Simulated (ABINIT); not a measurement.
## HfB in ABINIT: the effect of target pressure

HfB:

```
CELL_PARAMETERS angstrom
0.00000 2.31000 2.31000
2.31000 0.00000 2.31000
2.31000 2.31000 0.00000
ATOMIC_POSITIONS crystal
Hf 0.50000 0.50000 0.50000
B 0.00000 0.00000 0.00000
```

Alike in all runs:

| Item | Value |
| --- | --- |
| Program | ABINIT 10.8.3 (patched build) |
| Task | relaxation of cell and atoms |
| Functional | PBEsol |
| Potentials or basis | JTH PAW PBE v2.0 |
| Cutoff | 517 eV |
| k mesh | 10 × 10 × 10 |
| Occupations | fermi-dirac, width 0.05 eV |
| Spin | no spin polarisation |

Each run relaxes the cell or the atoms first.

```csv
target pressure,relaxed volume (Å³/atom)
0 GPa,?
10 GPa,13.10
20 GPa,12.56
```

What does the run with target pressure 0 GPa give?

Relaxed volume 13.78 Å³/atom.

Caveats: the PAW data sets were made with another functional, which shifts forces and pressure a little.

Runs at the PBE level aren't shown here.
